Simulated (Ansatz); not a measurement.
Task: a ladder of basis sets of GeH₄NO, SMILES [NH2][GeH2][O], with the Ansatz DFT code, driven from Python. Give the script and its output. Use (for the species named): PBE0, cc-pVDZ basis, multiplicity 2, D4 dispersion. The script varies basis: cc-pVDZ, cc-pVTZ.

```yaml
atoms:
  - { symbol: N, position_ang: [-1.0998, 0.0644, -0.4104] }
  - { symbol: Ge, position_ang: [0.5008, -0.1262, 0.4074] }
  - { symbol: O, position_ang: [0.7531, -1.8642, 0.6848] }
  - { symbol: H, position_ang: [-1.0131, -0.3547, -1.3541] }
  - { symbol: H, position_ang: [-1.2447, 1.1243, -0.6307] }
  - { symbol: H, position_ang: [0.5135, 0.6502, 1.7591] }
  - { symbol: H, position_ang: [1.6514, 0.4382, -0.5018] }
```

The script, `basis.py`:
```python
# -*- coding: utf-8 -*-
"""How the energy of GeH4NO converges with the basis."""

import ansatz as az

XC = "PBE0"
VDW = "d4"


def main():
    geh4no = (
        az.Crystal.molecule()
        .atom("N", (-1.0998, 0.0644, -0.4104))
        .atom("Ge", (0.5008, -0.1262, 0.4074))
        .atom("O", (0.7531, -1.8642, 0.6848))
        .atom("H", (-1.0131, -0.3547, -1.3541))
        .atom("H", (-1.2447, 1.1243, -0.6307))
        .atom("H", (0.5135, 0.6502, 1.7591))
        .atom("H", (1.6514, 0.4382, -0.5018))
    )

    job = (
        geh4no.calculation()
        .functional(XC, dispersion=VDW)
        .spin("collinear", total=1)
    )

    energies = {}
    for basis in ["cc-pVDZ", "cc-pVTZ"]:
        data = job.basis(gaussian=basis).run().report
        size = data["n_frozen"] + data["n_occupied"][0] + data["n_virtual"][0]
        energies[basis] = (data["reference_energy_ev"] / 27.211386246, data["free_energy_ev"] / 27.211386246)
        print(f"{basis:14s} {size:4d} orbitals  reference {energies[basis][0]:14.6f} Ha  total {energies[basis][1]:14.6f} Ha")

    last = energies["cc-pVTZ"][1]
    for basis, (_, total) in energies.items():
        print(f"{basis:14s} lies {27.211386 * (total - last):9.4f} eV above cc-pVTZ")


if __name__ == "__main__":
    main()
```

```console
$ python basis.py
cc-pVDZ          75 orbitals  reference   -2208.879931 Ha  total   -2208.883074 Ha
cc-pVTZ         159 orbitals  reference   -2209.002418 Ha  total   -2209.005562 Ha
cc-pVDZ        lies    3.3331 eV above cc-pVTZ
cc-pVTZ        lies    0.0000 eV above cc-pVTZ
```

Against cc-pVDZ: cc-pVTZ -122.5 mHa. The last step alone is -122.49 mHa. From the first set to the last the time grows from 10.1 to 27.2 s.

Notes:
- The drop along the ladder measures the basis error, and is no property of the molecule.
- The geometry is a force-field or estimated start, not a minimum of this method, and the last set is no limit. Much of the fall in a total is atomic energy, which cancels in bond and reaction energies.
- The run takes the species as open-shell (spin multiplicity 2), which needn't be its ground state.
- Total less reference energy is the dispersion correction.
- Run time: 38 s on 1 thread of Arm Neoverse V1, with other jobs on the host, peak memory 0.65 GiB.
